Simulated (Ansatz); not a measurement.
# BFH4OSn: up Jacob's ladder to CCSD(T)

One table from this session's results is given with a row withheld; the runs are named, their logs left out.

Computed with Ansatz 0.2.0, Gaussian basis. Level: functionals in def2-TZVPP, the program's frozen cores in correlated methods.

The runs, in order: LDA (SPW92), PBE-D4, revPBE-D4, BLYP-D4, r2SCAN-D4, B97M-V, PBE0-D4, B3LYP-D4, r2SCANh-D4, r2SCAN0-D4, HSE06-D4, BHLYP-D4, CAM-B3LYP-D4, LC-ωPBE, ωB97X-V, ωB97M-V, B2PLYP, PBE-QIDH; CCSD(T)/def2-SVP; CCSD(T)/def2-TZVPP; MP2/def2-QZVPP; extrapolation to the limit; RPA on PBE.

1 further run of the same task is left out (for a known fault of the program).

## The geometry

All runs share one geometry, relaxed beforehand with PBE0-D4 in a triple-zeta def2 set. Sn takes the def2 core potential; no spin-orbit term is included.

SMILES `O[BH][SnH2][F]`, 8 atoms, charge 0, spin multiplicity 1.

Atoms are counted from 1 here; the program's logs count them from 0.

Bond lengths: O1–B2 1.334 Å, O1–H5 0.975 Å, B2–Sn3 2.268 Å, B2–H6 1.194 Å, Sn3–F4 1.976 Å, Sn3–H7 1.707 Å, Sn3–H8 1.707 Å. Angles: B2–O1–H5 112.4°, O1–B2–Sn3 110.0°, O1–B2–H6 120.2°, Sn3–B2–H6 129.8°, B2–Sn3–F4 88.0°, B2–Sn3–H7 122.7°, B2–Sn3–H8 122.7°, F4–Sn3–H7 103.6°, F4–Sn3–H8 103.6°, H7–Sn3–H8 108.8°.

As a file:

```mol
BFH4OSn
  3D, bonds by distance, orders not assigned

  8  7  0  0  0  0  0  0  0  0999 V2000
   -0.7037    1.6057   -0.6572 O   0  0
   -0.1460    1.1984    0.4841 B   0  0
    0.4251   -0.9914    0.3305 Sn  0  0
   -0.2897   -0.9776   -1.5118 F   0  0
   -0.7545    0.8928   -1.3205 H   0  0
   -0.0142    1.9604    1.3938 H   0  0
    2.0384   -1.5127    0.1300 H   0  0
   -0.4633   -2.2328    1.0952 H   0  0
  1  2  8  0
  2  3  8  0
  3  4  8  0
  1  5  8  0
  2  6  8  0
  3  7  8  0
  3  8  8  0
M  END
```

Set-up of the first run:

Input file in.yaml:

```yaml
crystal:
  periodic: [false, false, false]
  atoms:
    - {symbol: O, position_ang: [-0.703698, 1.605702, -0.657218]}
    - {symbol: B, position_ang: [-0.145979, 1.198409, 0.484099]}
    - {symbol: Sn, position_ang: [0.425061, -0.991377, 0.330544]}
    - {symbol: F, position_ang: [-0.289678, -0.977636, -1.511797]}
    - {symbol: H, position_ang: [-0.754472, 0.892769, -1.320519]}
    - {symbol: H, position_ang: [-0.014179, 1.960411, 1.393844]}
    - {symbol: H, position_ang: [2.038413, -1.512706, 0.130044]}
    - {symbol: H, position_ang: [-0.463268, -2.232772, 1.095204]}
basis:
  gaussian: {orbitals: def2-TZVPP}
hamiltonian: {xc: lda}
output: {orbitals: {seedname: orbitals}}
```

Launch:

```
$ ansatz run in.yaml --threads 2 --pin off --events-out ev --progress --plain --max-ram 4352MiB
```

Steps of the session up to this table: LDA; PBE-D4 (GGA); revPBE-D4 (GGA); BLYP-D4 (GGA); r2SCAN-D4 (meta-GGA); B97M-V (meta-GGA); PBE0-D4 (hybrid); B3LYP-D4 (hybrid); r2SCANh-D4 (hybrid); r2SCAN0-D4 (hybrid); HSE06-D4 (hybrid); BHLYP-D4 (hybrid); CAM-B3LYP-D4 (range-separated); LC-ωPBE (range-separated); ωB97X-V (range-separated); ωB97M-V (range-separated); B2PLYP (double hybrid); PBE-QIDH (double hybrid).

One table of the session follows, with a row left open; its other results are not shown here.

It belongs to the step «Orbital energies across the functionals». 

```
  functional  HOMO (eV)  LUMO (eV)  gap (eV)
 LDA (SPW92)      -6.82      -2.57      4.24
      PBE-D4      -6.69      -2.34      4.35
   revPBE-D4      -6.63      -2.24      4.39
     BLYP-D4      -6.59      -2.20      4.39
   r2SCAN-D4      -6.95      -2.08      4.87
      B97M-V      -7.00      -2.13      4.87
     PBE0-D4      -7.88      -1.42      6.47
    B3LYP-D4      -7.71      -1.63      6.08
  r2SCANh-D4      -7.39      -1.75      5.63
  r2SCAN0-D4      -8.05      -1.27      6.78
    HSE06-D4          ?          ?         ?
    BHLYP-D4      -9.01      -0.46      8.55
CAM-B3LYP-D4      -9.21      -0.32      8.89
     LC-ωPBE     -10.47       0.85     11.32
     ωB97X-V     -10.15       0.73     10.88
     ωB97M-V      -9.99       0.46     10.45
```

Q: Estimate the row for HSE06-D4 from the others.

**Answer.** HOMO (eV): -7.49; LUMO (eV): -1.80; gap (eV): 5.69. In the column «HOMO (eV)» it lies between B3LYP-D4 (-7.71) and r2SCANh-D4 (-7.39).
